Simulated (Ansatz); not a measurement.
# LiZn: pressure against volume

The task here is to estimate one member of a computed series from the others.

Program: Ansatz 0.2.0. Level of theory: DFT LDA, scalar-relativistic. These are calculated values, not measurements.

**Starting point**

It takes space group Fd-3m (No. 227, cubic). The conventional cell has a = 6.222 Å, b = 6.222 Å, c = 6.222 Å, α = 90.00°, β = 90.00°, γ = 90.00°. Around Li (site symmetry -43m) lie 4 Li at 2.69 Å and 4 Zn at 2.69 Å. Zn (site symmetry -43m) is surrounded by 4 Li at 2.69 Å and 4 Zn at 2.69 Å.

Structure file:

```cif
data_structure
_symmetry_space_group_name_H-M 'Fd-3m:1'
_symmetry_Int_Tables_number 227
_cell_length_a 6.2220
_cell_length_b 6.2220
_cell_length_c 6.2220
_cell_angle_alpha 90.000
_cell_angle_beta 90.000
_cell_angle_gamma 90.000
_cell_volume 240.87
loop_
_atom_site_label
_atom_site_type_symbol
_atom_site_symmetry_multiplicity
_atom_site_Wyckoff_symbol
_atom_site_fract_x
_atom_site_fract_y
_atom_site_fract_z
_atom_site_occupancy
Li1 Li 8 a 0.50000 0.00000 0.50000 1
Zn1 Zn 8 b 0.00000 0.00000 0.50000 1
```

The file gives the conventional cell by its symmetry; the runs use the cell typed in the input.

Atoms are numbered in the order of the input: Li1, Li2, Zn3, Zn4.

The first run:

The input, input.yaml:

```yaml
crystal:
  lattice:
    - [0.0, 3.0689543053, 3.0689543053]
    - [3.0689543053, 0.0, 3.0689543053]
    - [3.0689543053, 3.0689543053, 0.0]
  atoms:
    - { symbol: Li, position: [0.5, 0.5, 0.5] }
    - { symbol: Li, position: [0.75, 0.75, 0.75] }
    - { symbol: Zn, position: [0.0, 0.0, 0.0] }
    - { symbol: Zn, position: [0.25, 0.25, 0.25] }
kpoints:
  mp_grid: { grid: [9, 9, 9] }
  band_path:
    path:
      - [0.0, 0.0, 0.0]
      - [0.5, 0.0, 0.5]
      - [0.625, 0.25, 0.625]
      - [0.375, 0.375, 0.75]
      - [0.0, 0.0, 0.0]
      - [0.5, 0.5, 0.5]
      - [0.5, 0.25, 0.75]
      - [0.5, 0.0, 0.5]
    npoints: 5
scf:
  occupations: { method: fermi_dirac, width: 0.08 }
hamiltonian:
  xc: lda
  pseudopotentials: { kind: all_electron, lapw: { basis_error: 0.0005 } }
output:
  forces: true
  stress: true
  eigenvalues: true
```

The run is started by

```console
ansatz run input.yaml --threads 1 --pin off --max-ram 4096MiB --backend cpu --events-out ev --progress --plain --runs-dir out
```

Among the steps run: Volume × 0.96, LAPW; Volume × 0.96, PAW; Volume × 0.96, crystal datasets; Volume × 0.99, LAPW; Volume × 0.99, PAW; Volume × 0.99, crystal datasets; Volume × 1.02, LAPW; Volume × 1.02, PAW; Volume × 1.02, crystal datasets; Volume × 1.06, LAPW; Volume × 1.06, PAW; Volume × 1.06, crystal datasets.

One table of the session follows, with a row left open; its other results are not shown here.

| method | volume (Å³/atom) | pressure (GPa) |
| --- | --- | --- |
| LAPW | 14.452 | -4.40 |
| LAPW | 14.904 | -5.38 |
| LAPW | 15.356 | -6.19 |
| LAPW | 15.958 | -7.05 |
| PAW | 14.452 | -4.40 |
| PAW | 14.904 | -5.39 |
| PAW | 15.356 | ? |
| PAW | 15.958 | -7.05 |
| crystal datasets | 14.452 | -4.40 |
| crystal datasets | 14.904 | -5.38 |
| crystal datasets | 15.356 | -6.19 |
| crystal datasets | 15.958 | -7.05 |

Q: Estimate the row for PAW, 15.356 from the others.

As computed: pressure (GPa): -6.20. In the column «pressure (GPa)» it lies between crystal datasets, 15.958 (-7.05) and LAPW, 15.356 (-6.19).

Limits of these values: Warnings in the runs' records: crystal datasets made.
